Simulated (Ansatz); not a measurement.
# H2K: the cost of one run

Computed with Ansatz 0.2.0, Gaussian basis. Level: PBE-D4/def2-SVP.

## Step 1: The system as given

The start, a pair relaxed at PBE0-D4: 3 atoms, charge 1, spin multiplicity 1.

Atoms are counted from 1 here; the program's logs count them from 0.

Bond lengths: H2–H3 0.749 Å.

Coordinates:

```xyz
3
charge 1, multiplicity 1
K    -0.0420   -0.0534   -2.0299
H    -0.2100   -0.2677    1.0311
H     0.2520    0.3211    0.9988
```

## Step 2: Dynamics

Contents of md/in.yaml:

```yaml
crystal:
  periodic: [false, false, false]
  atoms:
    - {symbol: K, position_ang: [-0.041985, -0.053417, -2.029924]}
    - {symbol: H, position_ang: [-0.210039, -0.267654, 1.031079]}
    - {symbol: H, position_ang: [0.252024, 0.321071, 0.998845]}
basis:
  gaussian: {orbitals: def2-SVP}
total_charge: 1
hamiltonian: {xc: pbe, dispersion: d4}
md: {n_steps: 60, timestep: 0.5, temperature: 1500, ensemble: nve, seed: 807, initial_velocities: maxwell_boltzmann}
```

Run with:

```console
$ ansatz run in.yaml --threads 2 --pin off --events-out ev --progress --plain --max-ram 5222MiB
```

**Question.** How long does this run take on 2 threads of Arm Neoverse V2, shared host?

About 19 s.
